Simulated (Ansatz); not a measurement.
# CH3Cu: a ladder of functionals and wavefunction methods

An exercise on one series of results from a longer session: the logs are not shown, and one member is left open.

Method: functionals in def2-TZVPP, the program's frozen cores in correlated methods; program: Ansatz 0.2.0, Gaussian basis.

Levels to be run: LDA (SPW92), PBE-D4, revPBE-D4, BLYP-D4, r2SCAN-D4, B97M-V, PBE0-D4, B3LYP-D4, r2SCANh-D4, r2SCAN0-D4, HSE06-D4, BHLYP-D4, CAM-B3LYP-D4, LC-ωPBE, ωB97X-V, ωB97M-V, B2PLYP, PBE-QIDH; CCSD(T)/def2-SVP; CCSD(T)/def2-TZVPP; MP2/def2-QZVPP; extrapolation to the limit; RPA on PBE.

## The relaxed structure

The geometry comes from an earlier relaxation with PBE0-D4 in a triple-zeta def2 set; it is a stationary point.

SMILES `[CH3][Cu]`, 5 atoms, charge 0, spin multiplicity 1.

Atoms are counted from 1 here; the program's logs count them from 0.

Bond lengths: C1–Cu2 1.901 Å, C1–H3 1.091 Å, C1–H4 1.091 Å, C1–H5 1.091 Å. Angles: Cu2–C1–H3 108.7°, Cu2–C1–H4 108.7°, Cu2–C1–H5 108.7°, H3–C1–H4 110.2°, H3–C1–H5 110.2°, H4–C1–H5 110.2°.

Set-up of the first run:

in.yaml

```yaml
crystal:
  periodic: [false, false, false]
  atoms:
    - {symbol: C, position_ang: [-0.150548, -0.011168, -0.063786]}
    - {symbol: Cu, position_ang: [1.645425, -0.050919, 0.557410]}
    - {symbol: H, position_ang: [-0.698687, -0.835354, 0.395951]}
    - {symbol: H, position_ang: [-0.148210, -0.119403, -1.149777]}
    - {symbol: H, position_ang: [-0.598078, 0.943245, 0.218901]}
basis:
  gaussian: {orbitals: def2-TZVPP}
hamiltonian: {xc: lda}
output: {orbitals: {seedname: orbitals}}
```

Steps of the session up to this table: LDA; PBE-D4 (GGA); revPBE-D4 (GGA); BLYP-D4 (GGA); r2SCAN-D4 (meta-GGA); B97M-V (meta-GGA); PBE0-D4 (hybrid); B3LYP-D4 (hybrid); r2SCANh-D4 (hybrid); r2SCAN0-D4 (hybrid); HSE06-D4 (hybrid); BHLYP-D4 (hybrid); CAM-B3LYP-D4 (range-separated); LC-ωPBE-D4 (range-separated; the results give it without D4); ωB97X-V (range-separated); ωB97M-V (range-separated); B2PLYP (double hybrid); PBE-QIDH (double hybrid).

One of the session's tables, all rows but one given; the rest of the session is left out.

It belongs to the step «Orbital energies across the functionals». 

```
  functional  HOMO (eV)  LUMO (eV)  gap (eV)
 LDA (SPW92)      -5.40      -2.84      2.56
      PBE-D4      -5.15      -2.64      2.51
   revPBE-D4      -5.06      -2.55      2.51
     BLYP-D4      -5.10      -2.66      2.44
   r2SCAN-D4      -5.21      -2.38      2.84
      B97M-V      -5.18      -2.65      2.53
     PBE0-D4      -6.22      -1.74      4.48
    B3LYP-D4      -6.12      -2.09      4.03
  r2SCANh-D4          ?          ?         ?
  r2SCAN0-D4      -6.30      -1.57      4.73
    HSE06-D4      -5.81      -2.10      3.71
    BHLYP-D4      -7.18      -1.06      6.12
CAM-B3LYP-D4      -7.62      -0.98      6.64
     LC-ωPBE      -8.83       0.15      8.98
     ωB97X-V      -8.49       0.06      8.55
     ωB97M-V      -8.49      -0.25      8.24
```

Estimate the missing values for r2SCANh-D4.

Worked estimate for «HOMO (eV)». Against the share of exact exchange, r2SCAN-D4 (0, -5.21), r2SCAN0-D4 (0.25, -6.30) give a slope of -4.36 per unit share; at 0.1 the line stands at -5.65.

**Answer.** HOMO (eV): -5.66; LUMO (eV): -2.04; gap (eV): 3.62. In «HOMO (eV)» the line misses by +0.01.
